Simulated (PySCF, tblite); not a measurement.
# C6H3ClN3−: geometry, infrared bands and NMR shifts

What infrared bands and NMR shifts should C6H3ClN3− (`Clc1ccc2[n-]nnc2c1`) show?

Programs: tblite 0.8.0 and PySCF 2.14.0, with density-fitted response routines of our own. Each step states its level of theory. These are calculated values for one molecule in the gas phase, unless marked as measured. Atoms are numbered from 0 throughout.

### Step 1. Starting geometry

13 atoms, charge -1, multiplicity 1; geometry from: force field or distance geometry start.

Bonds of the start (Å): Cl0–C1 1.74, C1–C2 1.39, C2–C3 1.41, C3–C4 1.41, C4–N5 1.35, N5–N6 1.35, N6–N7 1.36, N7–C8 1.35, C8–C9 1.39, C9–C1 1.40, C8–C4 1.41, C2–H10 1.08, C3–H11 1.07, C9–H12 1.08.

### Step 2. Relaxing the molecule with GFN2-xTB

The job: settings as JSON, then the geometry in Å.

```
{"job": {"kind": "relax", "xc": "GFN2-xTB", "basis": "xTB"}, "charge": -1, "multiplicity": 1}
Cl     3.180700    -0.998300     0.068800
C      1.539700    -0.415200     0.022600
C      1.325500     0.959600     0.017600
C      0.016800     1.482700    -0.024600
C     -1.044400     0.556900    -0.020100
N     -2.383100     0.758300    -0.058100
N     -2.928500    -0.477800    -0.057500
N     -1.990200    -1.461200    -0.021600
C     -0.799100    -0.834200    -0.007900
C      0.495800    -1.342700     0.025700
H      2.151100     1.652900     0.021900
H     -0.206800     2.530000    -0.029200
H      0.638200    -2.410400     0.044800
```

On the command line:

```console
$ OMP_NUM_THREADS=1 python probes_run.py task.json out
```

This one command runs all jobs of the session in turn.

**Question.** This job is followed by: GFN2-xTB harmonic vibrations, gas phase; GIAO PBE0/pcSseg-1 NMR shielding, non-relativistic, gas phase. Predict these results of the whole session: strongest single infrared mode (GFN2-xTB); zero-point energy (GFN2-xTB); ¹³C shifts against TMS (PBE0/pcSseg-1); ¹H shifts against TMS (PBE0/pcSseg-1); ³⁵Cl shifts against HCl (PBE0/pcSseg-1); ¹⁵N shifts against NH3 (PBE0/pcSseg-1).

As calculated:

| quantity | value |
| --- | --- |
| strongest single infrared mode (GFN2-xTB) | 3058 cm⁻¹, 108 km/mol |
| zero-point energy (GFN2-xTB) | 50.6 kcal/mol |
| ¹³C shifts against TMS (PBE0/pcSseg-1) | 153.6, 151.2, 127.2, 119.0, 118.7, 117.3 ppm |
| ¹H shifts against TMS (PBE0/pcSseg-1) | 7.80, 7.73, 6.70 ppm |
| ³⁵Cl shifts against HCl (PBE0/pcSseg-1) | 183 ppm |
| ¹⁵N shifts against NH3 (PBE0/pcSseg-1) | 469.5, 362.3, 360.7 ppm |

What this shows: The optimisation took 14 steps and gained 0.169 eV; among the close pairs (by a distance rule), N6–N7 changed most, from 1.360 to 1.313 Å. All 33 modes are real, so the xTB geometry is a minimum. The strongest single mode, at 3058 cm⁻¹, moves mainly H10. Unscaled tight-binding wavenumbers are off by several per cent, some by more. Its intensities can rank the bands wrongly. At PBE0/pcSseg-1: The widest tensor belongs to N6: span 609 ppm, with a paramagnetic part of -521 ppm. NICS(1)zz of -28 ppm above the planar ring from C1 marks a diatropic (aromatic) ring current. NICS(1)zz of -42 ppm above the planar ring from C4 marks a diatropic (aromatic) ring current.
